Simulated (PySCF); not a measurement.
# C4H7BO: the cost of one run

Programs: PySCF 2.14.0, with density-fitted response routines of our own. Each step states its level of theory. These are calculated values for one molecule in the gas phase, unless marked as measured. Atoms are numbered from 0 throughout.

## Step 1: The molecule as given

13 atoms, charge 0, multiplicity 1; geometry from: GFN2-xTB. The atoms were then displaced at random by about 0.01 Å, so the start is not that level's minimum.

Bonds of the start (Å): C0–C1 1.22, C1–B2 1.51, B2–C3 1.53, C3–O4 1.45, O4–C5 1.41, C0–H6 1.06, B2–H7 1.16, C3–H8 1.10, C3–H9 1.12, C5–H10 1.10, C5–H11 1.11, C5–H12 1.11.

## Step 2: Relaxing the molecule at PBE0-D3(BJ)/def2-SVP

Job settings and geometry (Å):

```
{"job": {"xc": "PBE0", "basis": "def2-SVP", "d3": "d3bj", "grid": 1, "shake": 0.01, "kind": "geom"}, "charge": 0, "multiplicity": 1}
C      3.463760     0.952200    -0.077420
C      2.465290     0.271020    -0.212050
B      1.253580    -0.614310    -0.393620
C     -0.128200     0.019690    -0.183300
O     -1.218650    -0.900510    -0.447390
C     -2.490040    -0.329800    -0.249620
H      4.301330     1.588190     0.030330
H      1.417860    -1.732990    -0.669320
H     -0.285690     0.915220    -0.800890
H     -0.251500     0.396150     0.864960
H     -3.220110    -1.115770    -0.470270
H     -2.623580    -0.001450     0.797130
H     -2.678210     0.535470    -0.921360
```

The run is started by

```sh
OMP_NUM_THREADS=1 python probes_run.py task.json out
```

The driver reads the jobs from task.json and runs them one after another.

**Question.** How long does this first job take on 1 thread of Arm Neoverse V1, shared host, and how much memory does it need?

About 30 s, with a peak of 0.5 GiB.
